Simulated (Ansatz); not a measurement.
The system is Cd2S.

```xyz
3
Lattice="3.9627 0.0000 0.0000 -1.9813 3.4318 0.0000 0.0000 0.0000 5.8092" Properties=species:S:1:pos:R:3 pbc="T T T"
Cd    0.0000    2.2878    5.4183
Cd    1.9813    1.1439    3.3620
S     0.0000    2.2878    2.1245
```

The cell comes from a database or a generator and needn't be the stable form of this composition.

Base run:

```yaml
Program: Ansatz 0.2.0
Functional: PBE0 form with a typed share of exact exchange
Potentials_or_basis: Ansatz PAW
Cutoff: "420 eV (not typed: the program's choice for these potentials)"
k_mesh: 5 × 5 × 3
Occupations: fermi-dirac, width 0.05 eV
Spin: no spin polarisation
```

Its results: band gap on the k mesh 1.18 eV, indirect (least direct gap 1.37 eV); pressure -0.4 GPa; largest force 0.043 eV/Å.

**Question.** The run is repeated on the same cell with these changes: share of exact exchange from 0 to 0.15. What comes out?

**Answer.** Band gap on the k mesh 1.58 eV, indirect (least direct gap 1.88 eV); pressure -1.1 GPa; largest force 0.160 eV/Å.

Caveats: odd divisions of the mesh miss points on the zone boundary, where band edges often lie, so the gap on the mesh can be too wide; the PAW data sets were made with another functional, which shifts forces and pressure a little (some runs); the PAW data sets come from PBE, with cores solved anew for the run's functional, which leaves a small shift of forces and pressure (some runs); the thresholds are loose for stress (some runs).

A k mesh can miss the band edges.
